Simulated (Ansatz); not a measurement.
# YZn, space group Fm-3m: a displacement scan with seeded SCF runs

Computed with Ansatz 0.2.0 through its Python package.

Contents of `yzn.extxyz`:
```text
2
Lattice="0.0 2.962987 2.962987 2.962987 0.0 2.962987 2.962987 2.962987 0.0" Properties=species:S:1:pos:R:3 pbc="T T T"
Y     0.00000000    0.00000000    0.00000000
Zn    2.96298700    2.96298700    2.96298700
```

Script `run_walk.py`:
```python
"""A displacement scan in YZn with warm starts."""

import warnings

import ansatz
import numpy as np

warnings.simplefilter("ignore", ansatz.DeckWarning)

crystal = ansatz.Crystal.from_extxyz("yzn.extxyz")

start = np.array(crystal.resolved().sites[0].position)
previous, rows = None, []
for step in range(4):
    target = start + step * 0.01 * np.eye(3)[1]
    model = (
        crystal.move(0, to=target).calculation()
        .functional("pbesol")
        .basis(630, density_ratio=8)
        .kpoints(7)
        .occupations("Fermi-Dirac", width=0.02)
        .mixing("msr1")
        .scf(extra_bands=4, lower_state_search="light")
        .forces()
    )
    session = model.session()
    if previous is not None:
        session.seed_next_step(previous)
    previous = session.plan(retain="density").execute()
    report = previous.report
    shift = float(np.linalg.norm((target - start) @ np.array(report["lattice"]["cell_ang"])))
    rows.append((step, shift, report["lagrangian_ev"], float(np.linalg.norm(report["forces_ev_ang"][0])), report["n_iterations"], report["n_symmetry_ops"]))
rows = [(row[0], row[1], 1000 * (row[2] - rows[0][2]), *row[3:]) for row in rows]
lines = [",".join(["step", "moved A", "dE meV", "force on it eV/A", "iterations", "symmetry operations"])] + [",".join(f"{v:.4f}" if isinstance(v, float) else str(v) for v in row) for row in rows]
print("\n".join(lines))
with open("walk.csv", "w") as handle:
    handle.write("\n".join(lines) + "\n")
```

```console
$ python run_walk.py
step,moved A,dE meV,force on it eV/A,iterations,symmetry operations
0,0.0000,0.0000,0.0000,6,48
1,0.0419,2.4813,0.1185,6,4
2,0.0838,9.9361,0.2375,6,4
3,0.1257,22.4029,0.3579,6,4
```

Reading the output:
- The settings weren't tested for convergence.
- The mesh is modest for a metal, so energies can be off by several to tens of meV an atom and pressures by half a GPa or more; differences at equal mesh fare better.
- This cell is a computed structure, which may not be the phase found in nature.
- The first step keeps the crystal's symmetry; the moved atom lowers it.
- Timing: 28 s on 1 thread of Arm Neoverse V1, on a shared host, peak memory 0.56 GiB.
